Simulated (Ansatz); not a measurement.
# In2Ni3S2: the cost of one run

Program: Ansatz 0.2.0. Level of theory: DFT r2SCAN, scalar-relativistic, plane waves, PAW. These are calculated values, not measurements.

## Step 1: The structure to begin with

The structure is trigonal, space group R-3m (No. 166). Conventional cell: a = 5.378 Å, b = 5.378 Å, c = 13.482 Å, α = 90.00°, β = 90.00°, γ = 120.00°. In (site symmetry -3m) has 6 Ni at 2.69 Å and 2 S at 3.01 Å as nearest neighbours. In (site symmetry -3m) is surrounded by 6 Ni at 2.73 Å. Ni (site symmetry 2/m) is surrounded by 2 S at 2.15 Å. Around S (site symmetry 3m) lie 3 Ni at 2.15 Å and 1 In at 3.01 Å.

Structure file:

```
In Ni S
1.0
     2.68884    1.55240    4.49403
    -2.68884    1.55240    4.49403
     0.00000   -3.10481    4.49403
In Ni S
2 3 2
Cartesian
  0.0000 0.0000 6.7411
  0.0000 0.0000 0.0000
  1.3444 0.7762 2.2470
  -1.3444 0.7762 2.2470
  0.0000 -1.5524 2.2470
  0.0000 0.0000 9.7487
  0.0000 0.0000 3.7335
```

The structure comes from the Materials Project (structure only).

(A quick probe on a coarse mesh, which set the mesh and smearing, is not shown.)

## Step 3: Relaxing cell and atoms

File input.yaml:

```yaml
crystal:
  lattice:
    - [2.6888421947, 1.5524037649, 4.4940345138]
    - [-2.6888421947, 1.5524037649, 4.4940345138]
    - [0.0, -3.1048075299, 4.4940345138]
  atoms:
    - { symbol: In, position: [0.5, 0.5, 0.5], spin: 0.01 }
    - { symbol: In, position: [0.0, 0.0, 0.0] }
    - { symbol: Ni, position: [0.5, 0.0, 0.0], spin: 0.12 }
    - { symbol: Ni, position: [0.0, 0.5, 0.0], spin: 0.12 }
    - { symbol: Ni, position: [0.0, 0.0, 0.5], spin: 0.12 }
    - { symbol: S, position: [0.72308081, 0.72308081, 0.72308081], spin: 0.02 }
    - { symbol: S, position: [0.27691919, 0.27691919, 0.27691919], spin: 0.02 }
basis:
  ecutwfc: 500
kpoints:
  mp_grid: { grid: [12, 12, 12] }
hamiltonian:
  xc: r2scan
scf:
  occupations: { method: gaussian, width: 0.1 }
output:
  forces: true
  stress: true
  eigenvalues: true
  populations: true
  write_density: true
  write_potential: true
  elf: true
  volumetric_format: npy
magnetization:
  spin_polarized: true
relax:
  adjacent_minimum: "off"
  f_tol: 0.005
  max_steps: 80
  cell: { stress_tol: 0.05 }
```

Run with:

```bash
> ansatz run input.yaml --threads 2 --pin off --max-ram 5120MiB --backend cpu --events-out ev --progress --plain --runs-dir out
```

What time and memory should one allow on 2 threads of Arm Neoverse V1, shared host?

About 24 min, with a peak of 2.2 GiB.
